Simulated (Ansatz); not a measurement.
# MgZrC: the cost of one run

Method: DFT PBE, scalar-relativistic, plane waves, PAW, in Ansatz 0.2.0.

## Step 1: The system as given

Symmetry: P-6m2, No. 187, hexagonal system. Conventional cell: a = 4.081 Å, b = 4.081 Å, c = 3.254 Å, α = 90.00°, β = 90.00°, γ = 120.00°. Mg (site symmetry -6m2) is surrounded by 3 C at 2.36 Å. Zr (site symmetry -6m2) has 6 Mg at 2.86 Å and 6 C at 2.86 Å and 2 Zr at 3.25 Å as nearest neighbours. C (site symmetry -6m2) has 3 Mg at 2.36 Å and 6 Zr at 2.86 Å as nearest neighbours.

As a file:

```
Mg Zr C
1.0
     4.08127    0.00000    0.00000
    -2.04064    3.53449    0.00000
     0.00000    0.00000    3.25376
Mg Zr C
1 1 1
Direct
  0.66667 0.33333 0.50000
  0.00000 0.00000 0.00000
  0.33333 0.66667 0.50000
```

A structure generator made this guess: species swapped into a database cell of ErAlGa (P-6m2, No. 187), with Zr on the Er sites, C on the Al sites and Mg on the Ga sites. Lengths come from tabulated atomic sizes and are only a guess.

## Step 2: A first look at the guess

Contents of input.yaml:

```yaml
crystal:
  lattice:
    - [4.08127409, 0.0, 0.0]
    - [-2.04063705, 3.53448704, 0.0]
    - [0.0, 0.0, 3.25376228]
  atoms:
    - { symbol: Mg, position: [0.66666667, 0.33333333, 0.5] }
    - { symbol: Zr, position: [0.0, 0.0, 0.0] }
    - { symbol: C, position: [0.33333333, 0.66666667, 0.5] }
basis:
  ecutwfc: 420
kpoints:
  mp_grid: { grid: [6, 6, 6] }
hamiltonian:
  xc: pbe
scf:
  occupations: { method: gaussian, width: 0.1 }
  lower_state_search: "off"
output:
  forces: true
  stress: true
  eigenvalues: true
```

The run is started by

```
> ansatz run input.yaml --threads 1 --pin off --max-ram 2560MiB --backend cpu --events-out ev --progress --plain --runs-dir out
```

Q: Estimate wall time and peak memory on 1 thread of Arm Neoverse V1, shared host.

About 2.1 s, with a peak of 0.31 GiB.
